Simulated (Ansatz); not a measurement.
# F2GeH5NSi: one species, many methods

One table from this session's results is given with a row withheld; the runs are named, their logs left out.

Method: functionals in def2-TZVPP, the program's frozen cores in correlated methods; program: Ansatz 0.2.0, Gaussian basis.

The runs, in order: PBE-D4, r2SCAN-D4, PBE0-D4, B3LYP-D4, ωB97X-V, ωB97M-V, B2PLYP; CCSD(T)/def2-TZVPP; MP2/def2-QZVPP; extrapolation to the limit.

**The geometry**

All runs share one geometry, relaxed beforehand with PBE0-D4 in a triple-zeta def2 set.

SMILES `F[SiH](F)[NH][GeH3]`, 10 atoms, charge 0, spin multiplicity 1.

Atoms are counted from 1 here; the program's logs count them from 0.

Bond lengths: F1–Si2 1.590 Å, Si2–F3 1.589 Å, Si2–N4 1.684 Å, Si2–H6 1.472 Å, N4–Ge5 1.852 Å, N4–H7 1.009 Å, Ge5–H8 1.537 Å, Ge5–H9 1.537 Å, Ge5–H10 1.531 Å. Angles: F1–Si2–F3 103.9°, F1–Si2–N4 113.0°, F1–Si2–H6 108.0°, F3–Si2–N4 109.7°, F3–Si2–H6 110.3°, N4–Si2–H6 111.6°, Si2–N4–Ge5 128.2°, Si2–N4–H7 116.4°, Ge5–N4–H7 115.2°, N4–Ge5–H8 109.3°, N4–Ge5–H9 109.0°, N4–Ge5–H10 106.3°, H8–Ge5–H9 109.7°, H8–Ge5–H10 111.2°, H9–Ge5–H10 111.3°.

The first run:

Input file in.yaml:

```yaml
crystal:
  periodic: [false, false, false]
  atoms:
    - {symbol: F, position_ang: [-1.023272, 0.671775, 2.154345]}
    - {symbol: Si, position_ang: [-0.701820, 1.227477, 0.699301]}
    - {symbol: F, position_ang: [0.673827, 2.001582, 0.880526]}
    - {symbol: N, position_ang: [-0.520213, 0.006788, -0.446421]}
    - {symbol: Ge, position_ang: [0.846759, -1.233786, -0.589706]}
    - {symbol: H, position_ang: [-1.770795, 2.167340, 0.324729]}
    - {symbol: H, position_ang: [-1.285162, -0.120351, -1.091860]}
    - {symbol: H, position_ang: [1.553279, -1.055496, -1.943098]}
    - {symbol: H, position_ang: [0.251621, -2.648236, -0.499638]}
    - {symbol: H, position_ang: [1.801077, -0.956492, 0.575021]}
basis:
  gaussian: {orbitals: def2-TZVPP}
hamiltonian: {xc: pbe, dispersion: d4}
output: {forces: true, orbitals: {seedname: orbitals}}
```

On the command line:

```sh
> ansatz run in.yaml --threads 4 --pin off --events-out ev --progress --plain --max-ram 10444MiB
```

Among the steps run: PBE-D4 (GGA); r2SCAN-D4 (meta-GGA); PBE0-D4 (hybrid); B3LYP-D4 (hybrid); ωB97X-V (range-separated); ωB97M-V (range-separated); B2PLYP (double hybrid); CCSD(T) in def2-TZVPP; MP2 in def2-QZVPP.

One table of the session follows, with a row left open; its other results are not shown here.

```
            method  atomisation energy (kJ/mol)
            PBE-D4                       3475.3
         r2SCAN-D4                       3464.9
           PBE0-D4                       3418.0
          B3LYP-D4                       3455.8
           ωB97X-V                       3497.7
           ωB97M-V                       3473.3
            B2PLYP                            ?
     HF/def2-TZVPP                       2519.5
    MP2/def2-TZVPP                       3460.8
   CCSD/def2-TZVPP                       3354.6
CCSD(T)/def2-TZVPP                       3400.8
           MP2/CBS                       3559.6
       CCSD(T)/CBS                       3499.6
```

Estimate the missing values for B2PLYP.

As computed: atomisation energy (kJ/mol): 3434.9. In the column «atomisation energy (kJ/mol)» it lies between PBE0-D4 (3418.0) and B3LYP-D4 (3455.8).

To keep in mind: Free atoms (2 F, 1 Si, 1 N, 1 Ge, 5 H) were run apart at each level; the atomisation energy is their sum less the molecule, without zero-point or spin-orbit terms.
